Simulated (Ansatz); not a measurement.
NbTe in Ansatz: the effect of Hubbard term

The system is NbTe.

```
Te Nb
1.0
     3.70297    0.00000    0.00000
    -1.85149    3.20687    0.00000
     0.00000    0.00000    3.69421
Te Nb
1 1
Direct
  0.66667 0.33333 0.00000
  0.00000 0.00000 0.50000
```

The cell comes from a database or a generator and needn't be the stable form of this composition.

Alike in all runs:

| Quantity | Value |
| --- | --- |
| Program | Ansatz 0.2.0 |
| Task | band structure |
| Functional | LDA |
| Potentials or basis | Ansatz PAW |
| Cutoff | 420 eV (not typed: the program's choice for these potentials) |
| k mesh | 8 × 8 × 7 |
| Occupations | fermi-dirac, width 0.05 eV |
| Spin | no spin polarisation |
| Path | [["G", "M", "K", "G", "A", "L", "H", "A"], ["L", "M"], ["K", "H"]] |
| Points for each segment of the path | 14 |
| Hubbard projectors | ortho-atomic (the default) |
| Double counting | fll (the default) |

```tsv
Hubbard term	pressure (GPa)
none	-7.5
Nb d U = 1 eV	-7.3
Nb d U = 2 eV	-7.2
Nb d U = 3 eV	-6.9
Nb d U = 4 eV	-6.7
Nb d U = 5 eV	-6.2
Nb d U = 6 eV	-3.2
Nb d U = 8 eV	?
```

**Question.** What does the run with Hubbard term Nb d U = 8 eV give?

**Answer.** Pressure 6.1 GPa.

Worked out: The pressure follows no smooth curve through the other rows.

Caveats: the PAW data sets come from PBE, with cores solved anew for the run's functional, which leaves a small shift of forces and pressure; U without spin polarisation on a metal has little footing (some runs); the U is typed as a test and isn't derived for this compound (some runs).
